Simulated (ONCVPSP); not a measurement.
# As: the cost of one run

Program: ONCVPSP 4.0.1.1 (patched build). Reference atom: PBE, scalar-relativistic, spherical and spin-unpolarised. All values are calculated.

### 1 The atom and the settings

Typed settings, in words:

| Quantity | Value |
| --- | --- |
| element | arsenic (As, Z = 33) |
| type | optimised norm-conserving Vanderbilt (ONCV) |
| frozen core | [Ne] |
| valence charge | 23 |
| reference configuration | 3s2 3p6 3d10 4s2 4p3 |
| partial waves | 3s+4s: rc 1.05 bohr, ncon 3, nbas 8, qcut 14.4 1/bohr, 2 projectors; 3p+4p: rc 1.20 bohr, ncon 3, nbas 7, qcut 9 1/bohr, 3 projectors, debl 2.5 Ha; 3d: rc 0.80 bohr, ncon 4, nbas 9, qcut 18.7 1/bohr, 2 projectors, debl 2.7 Ha |
| local potential | polynomial inside 0.50 bohr (lpopt 4, dvloc0 6 Ha) |
| core correction | not asked for |

The nodes and maxima of the atom's own shells, from an earlier all-electron run, set the scale for the radii.

All-electron outer shells of the reference configuration (PBE, scalar-relativistic, ld1.x):

| shell | level (eV) | outermost node (bohr) | outermost maximum (bohr) |
| --- | --- | --- | --- |
| 2s | -1486.76 | 0.06 | 0.17 |
| 2p | -1303.65 | – | 0.14 |
| 3s | -190.31 | 0.25 | 0.52 |
| 3p | -133.68 | 0.22 | 0.52 |
| 3d | -40.65 | – | 0.47 |
| 4s | -14.49 | 0.73 | 1.61 |
| 4p | -5.19 | 0.78 | 2.00 |

### 2 The generation run

File As.dat:

```
# ATOM AND REFERENCE CONFIGURATION
# atsym  z   nc   nv     iexc    psfile
  As 33.00    3    5        4      upf
#
#   n    l    f
    1    0    2.00
    2    0    2.00
    2    1    6.00
    3    0    2.00
    3    1    6.00
    3    2   10.00
    4    0    2.00
    4    1    3.00
#
# PSEUDOPOTENTIAL AND OPTIMIZATION
# lmax
    2
#
#   l,   rc,      ep,       ncon, nbas, qcut
    0    1.05    0.00    3    8   14.40
    1    1.20    0.00    3    7    9.00
    2    0.80    0.00    4    9   18.70
#
# LOCAL POTENTIAL
# lloc, lpopt,  rc(5),   dvloc0
    4    4    0.50    6.00
#
# VANDERBILT-KLEINMAN-BYLANDER PROJECTORs
# l, nproj, debl
    0    2    0.90
    1    3    2.50
    2    2    2.70
#
# MODEL CORE CHARGE
# icmod, fcfact, rcfact
    0    0.00    0.00
#
# LOG DERIVATIVE ANALYSIS
# epsh1, epsh2, depsh
   -8.00    5.00    0.04
#
# OUTPUT GRID
# rlmax, drl
    6.00    0.01
#
# TEST CONFIGURATIONS
# ncnf
    4
# nvcnf
#   n    l    f
    5
    3    0    2.00
    3    1    6.00
    3    2   10.00
    4    0    2.00
    4    1    2.00
#
    5
    3    0    2.00
    3    1    6.00
    3    2   10.00
    4    0    2.00
    4    1    1.00
#
    5
    3    0    2.00
    3    1    6.00
    3    2   10.00
    4    0    2.00
    4    1    0.00
#
    5
    3    0    2.00
    3    1    6.00
    3    2   10.00
    4    0    1.00
    4    1    3.00
#
```

On the command line:

```bash
$ oncvpsp.x < As.dat > As.out
```

**Question.** How long does this run take on 1 thread of Neoverse-N1, shared host?

About 6.4 s.
